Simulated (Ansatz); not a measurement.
# BBi: the cell at several levels of theory

An exercise on one series of results from a longer session: the logs are not shown, and one member is left open.

Code: Ansatz 0.2.0. PAW datasets, plane waves, zero pressure. (Calculated; spin-unpolarised; the phase may be known or hypothetical.)

### The structure to begin with

This is the cell as the run starts from it, not yet at rest; its lengths are not the crystal's.

Space group F-43m (No. 216), cubic; a = 5.354 Å in the conventional setting, 19.18 Å³ an atom. Around B lie 4 Bi at 2.32 Å; around Bi lie 4 B at 2.32 Å.

Coordinates:

Space group F-43m (No. 216). a = 5.354 Å, b = 5.354 Å, c = 5.354 Å, α = 90.00°, β = 90.00°, γ = 90.00°
```json
{"atom": "B", "site": "4a", "symmetry": "-43m", "x": "0.0000", "y": "0.0000", "z": "0.0000"}
{"atom": "Bi", "site": "4d", "symmetry": "-43m", "x": "0.2500", "y": "0.2500", "z": "0.7500"}
```

Set-up of the first run:

Contents of input.yaml:

```yaml
crystal:
  lattice:
    - [0.0, 2.6768267881, 2.6768267881]
    - [2.6768267881, 0.0, 2.6768267881]
    - [2.6768267881, 2.6768267881, 0.0]
  atoms:
    - { symbol: B, position: [0.0, 0.0, 0.0] }
    - { symbol: Bi, position: [0.25, 0.25, 0.25] }
kpoints:
  mp_grid: { grid: [8, 8, 8] }
hamiltonian:
  xc: pbe
scf:
  occupations: { method: fermi_dirac, width: 0.02 }
relax:
  f_tol: 0.005
  cell: {}
```

Among the steps run: Relaxing with PBE; r2SCAN: cell and atoms; Relaxing with PBEsol; LDA: cell and atoms; HSE06: cell and atoms.

One table of the session follows, with a row left open; its other results are not shown here.

| level | a (Å) | volume (Å³/atom) |
| --- | --- | --- |
| PBE | 5.520 | 21.025 |
| r2SCAN | 5.490 | 20.681 |
| PBEsol | 5.455 | 20.287 |
| LDA | 5.410 | 19.798 |
| HSE06 | ? | ? |

**Question.** Estimate the row for HSE06.

The run gave: a (Å): 5.451; volume (Å³/atom): 20.246. In the column «a (Å)» it lies between LDA (5.410) and PBEsol (5.455).

LDA gives the smallest cell and PBE the largest; they differ by 6.2 % in volume, a mean of 2.0 % in length. The meshes differ: PBE 8×8×8, r2SCAN 8×8×8, PBEsol 8×8×8, LDA 8×8×8, HSE06 6×6×6.
